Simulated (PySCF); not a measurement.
# A gas-phase reaction: C2H6Be + ClH → CH3BeCl + CH4

Aim: the reaction energy of `[CH3][Be][CH3]` + `Cl` → `[CH3][Be][Cl]` + `C`.

Computed with PySCF 2.14.0; each step states its level. No surroundings beyond the atoms listed, unless a continuum is named. Atoms count from 0, parts from 1.

## Step 1: Starting point

Each species was relaxed by itself at PBE0-D3(BJ)/def2-SVPD.

## Step 2: Reaction energy: wB97M-D3(BJ)/def2-TZVPD

What the job is given:

```
{"job": {"kind": "react", "xc": "wB97M-D3(BJ)", "basis": "def2-TZVPD"}, "charge": 0, "multiplicity": 1}
-1 C2H6Be charge 0 multiplicity 1
C      0.301250     0.654810    -1.513410
Be     0.002700     0.000340     0.000680
C     -0.300180    -0.654700     1.513660
H     -0.618990     1.020740    -2.001380
H      0.750710    -0.076130    -2.208070
H      0.994540     1.512980    -1.475050
H      0.608420    -0.715670     2.137660
H     -0.706440    -1.679570     1.455680
H     -1.032890    -0.063090     2.089900

-1 ClH charge 0 multiplicity 1
Cl     0.644670    -0.006920     0.002470
H     -0.643460     0.008060    -0.001550

+1 CH3BeCl charge 0 multiplicity 1
C     -0.456900    -0.426110     0.181960
Be     0.711190     0.664710    -0.282090
Cl     1.993610     1.858950    -0.794660
H     -1.115880    -0.021910     0.969120
H     -1.110600    -0.718540    -0.657000
H     -0.021650    -1.357030     0.583030

+1 CH4 charge 0 multiplicity 1
C     -0.005230    -0.000030     0.001180
H      0.816370    -0.107300    -0.717750
H     -0.490460     0.973520    -0.140670
H      0.391140    -0.065780     1.021930
H     -0.737980    -0.800560    -0.158820
```

With the program's defaults for keys left out, this is: wB97M-D3(BJ)/def2-TZVPD reaction energy of separated species, gas phase.

Started as:

```console
$ OMP_NUM_THREADS=1 python cluster_run.py task.json out
```

The driver reads the jobs from task.json and runs them one after another.

**Question.** The jobs that follow are: PBE0-D3(BJ)/def2-TZVPD reaction energy of separated species, gas phase; MP2/def2-TZVPD reaction energy of separated species, gas phase. Predict: reaction energy (wB97M-D3(BJ)/def2-TZVPD); ΔH, ΔG at 298 K (xTB thermal terms). Thermal terms come from harmonic xTB runs on each species.

The runs gave:

| quantity | value |
| --- | --- |
| reaction energy (wB97M-D3(BJ)/def2-TZVPD) | -43.70 kcal/mol |
| ΔH, ΔG at 298 K (xTB thermal terms) | -39.5, -39.6 kcal/mol |
| range of the reaction energy over the runs of this table | -45.26 to -43.70 kcal/mol |

The reaction is exothermic by 39.5 kcal/mol in the gas phase; dispersion gives +0.16, and xTB itself gave -58.41 for the electronic energy (xTB energies and thermal terms come from the earlier relaxation of each species, not shown). No barrier was sought. xTB and this level differ widely in the electronic energy, so what comes from xTB (the thermal terms above all) is less safe here. The reaction energy runs from -45.26 (MP2/def2-TZVPD) to -43.70 kcal/mol (wB97M-D3(BJ)/def2-TZVPD).
